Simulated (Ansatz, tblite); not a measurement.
**In9P9 wurtzite hole rod (In9P9H24): rung by rung**

The task here is to estimate one member of a computed series from the others.

The runs use Ansatz 0.2.0, Gaussian basis; as each input shows.

Levels to be run: GFN1-xTB, GFN2-xTB, PBE-D4/def2-SVP, r2SCAN-D4/def2-SVP, BLYP-D4/def2-SVP, HSE06-D4/def2-SVP, PBE-QIDH/def2-SVP, LC-ωPBE(0.10)/def2-SVP, LC-ωPBE(0.15)/def2-SVP, LC-ωPBE(0.20)/def2-SVP, LC-ωPBE(0.30)/def2-SVP, PBE0-D4/def2-TZVP, PBE-D4/def2-TZVP, MP2/def2-SVP, RPA/def2-SVP.

### The geometry

The singlet was relaxed beforehand with PBE-D4/def2-SVP.

42 atoms, charge 0, spin multiplicity 1.

Bond lengths: In1–P2 2.639 Å, In1–P3 2.535 Å, In1–P10 2.639 Å, In1–H19 1.734 Å, P2–In7 2.639 Å, P2–H20 1.431 Å, P2–H21 1.433 Å, P3–In4 2.625 Å, P3–In11 2.625 Å, P3–H22 1.434 Å, In4–P6 2.537 Å, In4–P8 2.625 Å, In4–H23 1.747 Å, In5–P6 2.637 Å, In5–P12 2.637 Å, In5–H24 1.751 Å, In5–H25 1.739 Å, P6–In9 2.637 Å and more. Angles: P2–In1–P3 101.7°, P2–In1–P10 96.0°, P2–In1–H19 112.1°, P3–In1–P10 101.8°, P3–In1–H19 128.1°, P10–In1–H19 112.1°, In1–P2–In7 124.8°, In1–P2–H20 105.3°, In1–P2–H21 110.0°, In7–P2–H20 105.3°, In7–P2–H21 110.0°, H20–P2–H21 97.5°, In1–P3–In4 113.3°, In1–P3–In11 113.3°, In1–P3–H22 100.6°, In4–P3–In11 120.2°, In4–P3–H22 103.1°, In11–P3–H22 103.1° and more.

In takes a core potential in the def2 sets. No spin-orbit coupling is included.

PBE0-D4/def2-SVP was run before; its log isn't repeated, and its numbers join the tables.

Set-up of the first run:

Tight binding, by tblite at 300 K electronic temperature and without a spin-polarisation term:

```python
tblite.interface.Calculator('GFN1-xTB', numbers, positions, charge=0, uhf=0).singlepoint()
```

Tight binding, by tblite at 300 K electronic temperature and without a spin-polarisation term:

```python
tblite.interface.Calculator('GFN2-xTB', numbers, positions, charge=0, uhf=0).singlepoint()
```

start.molden holds the orbitals of an earlier run on this state, given as this run's starting guess.

Input file in.yaml:

```yaml
crystal:
  periodic: [false, false, false]
  atoms:
    - {symbol: In, position_ang: [-0.000657, -2.702658, -2.869268]}
    - {symbol: P, position_ang: [-1.960811, -1.133534, -3.682381]}
    - {symbol: P, position_ang: [-0.000717, -2.276132, -0.370906]}
    - {symbol: In, position_ang: [-2.275534, -1.312605, 0.516109]}
    - {symbol: In, position_ang: [-0.000963, -2.688811, 3.852687]}
    - {symbol: P, position_ang: [-1.959746, -1.129097, 3.027029]}
    - {symbol: In, position_ang: [-2.338619, 1.349515, -2.871668]}
    - {symbol: P, position_ang: [-1.970412, 1.138248, -0.372953]}
    - {symbol: In, position_ang: [-2.329734, 1.348088, 3.850494]}
    - {symbol: P, position_ang: [1.960397, -1.134602, -3.682216]}
    - {symbol: In, position_ang: [2.274668, -1.314098, 0.516244]}
    - {symbol: P, position_ang: [1.958854, -1.130329, 3.027143]}
    - {symbol: In, position_ang: [2.339447, 1.348297, -2.871594]}
    - {symbol: P, position_ang: [0.000665, 2.262545, -3.683811]}
    - {symbol: P, position_ang: [1.971212, 1.136970, -0.372886]}
    - {symbol: In, position_ang: [0.000886, 2.627306, 0.513973]}
    - {symbol: In, position_ang: [2.330375, 1.346606, 3.850676]}
    - {symbol: P, position_ang: [0.000645, 2.264313, 3.025208]}
    - {symbol: H, position_ang: [-0.001050, -4.227666, -3.693626]}
    - {symbol: H, position_ang: [-3.165926, -1.828726, -3.345547]}
    - {symbol: H, position_ang: [-2.092352, -1.210084, -5.107633]}
    - {symbol: H, position_ang: [-0.001239, -3.620618, 0.126898]}
    - {symbol: H, position_ang: [-3.613491, -2.084824, -0.298993]}
    - {symbol: H, position_ang: [-0.001308, -4.096044, 2.811220]}
    - {symbol: H, position_ang: [-0.001022, -2.679648, 5.591704]}
    - {symbol: H, position_ang: [-3.146304, -1.813277, 3.458939]}
    - {symbol: H, position_ang: [-3.658873, 2.111553, -3.697149]}
    - {symbol: H, position_ang: [-3.134781, 1.811391, 0.123608]}
    - {symbol: H, position_ang: [-3.547931, 2.051219, 2.808153]}
    - {symbol: H, position_ang: [-2.322530, 1.344791, 5.589527]}
    - {symbol: H, position_ang: [2.092249, -1.211537, -5.107425]}
    - {symbol: H, position_ang: [3.165075, -1.830342, -3.344926]}
    - {symbol: H, position_ang: [3.612209, -2.087206, -0.298695]}
    - {symbol: H, position_ang: [3.144936, -1.815281, 3.459145]}
    - {symbol: H, position_ang: [3.660027, 2.109748, -3.697101]}
    - {symbol: H, position_ang: [0.000780, 2.415189, -5.108992]}
    - {symbol: H, position_ang: [0.001051, 3.653672, -3.346515]}
    - {symbol: H, position_ang: [3.135980, 1.809452, 0.123641]}
    - {symbol: H, position_ang: [0.001402, 4.171600, -0.302194]}
    - {symbol: H, position_ang: [2.322975, 1.343289, 5.589708]}
    - {symbol: H, position_ang: [3.549109, 2.048975, 2.808468]}
    - {symbol: H, position_ang: [0.001050, 3.634363, 3.455924]}
basis:
  gaussian: {orbitals: def2-SVP, fitting: {mean_field: def2-universal-jkfit}, initial_orbitals: start.molden}
hamiltonian: {xc: pbe, dispersion: d4}
scf: {omitted_lower_state_checks: [starts]}
output: {orbitals: {seedname: orbitals}}
```

Run with:

```bash
> ansatz run in.yaml --threads 2 --pin off --events-out ev --progress --plain --max-ram 32768MiB --backend cuda --devices 0, --max-vram 18GiB
```

Among the steps run: PBE-D4/def2-SVP; r2SCAN-D4/def2-SVP; BLYP-D4/def2-SVP; HSE06-D4/def2-SVP; PBE-QIDH/def2-SVP; LC-ωPBE(0.10)/def2-SVP; LC-ωPBE(0.15)/def2-SVP; LC-ωPBE(0.20)/def2-SVP; LC-ωPBE(0.30)/def2-SVP; PBE0-D4/def2-TZVP; PBE-D4/def2-TZVP; MP2/def2-SVP; RPA/def2-SVP.

One of the session's tables, all rows but one given; the rest of the session is left out.

It belongs to the step «Binding energy». 

| level | binding an atom (eV) |
| --- | --- |
| HF/def2-SVP | 1.666 |
| PBE-D4/def2-SVP | 2.524 |
| PBE-D4/def2-TZVP | 2.539 |
| BLYP-D4/def2-SVP | ? |
| r2SCAN-D4/def2-SVP | 2.518 |
| PBE0-D4/def2-SVP | 2.518 |
| PBE0-D4/def2-TZVP | 2.535 |
| HSE06-D4/def2-SVP | 2.518 |
| MP2/def2-SVP | 2.293 |

Estimate the missing values for BLYP-D4/def2-SVP.

**Answer.** binding an atom (eV): 2.472. In the column «binding an atom (eV)» it lies between MP2/def2-SVP (2.293) and r2SCAN-D4/def2-SVP (2.518).

Limits of these values: Free atoms were run apart at each level; binding is atoms less cluster, divided by the number of atoms, without zero-point or spin-orbit terms.
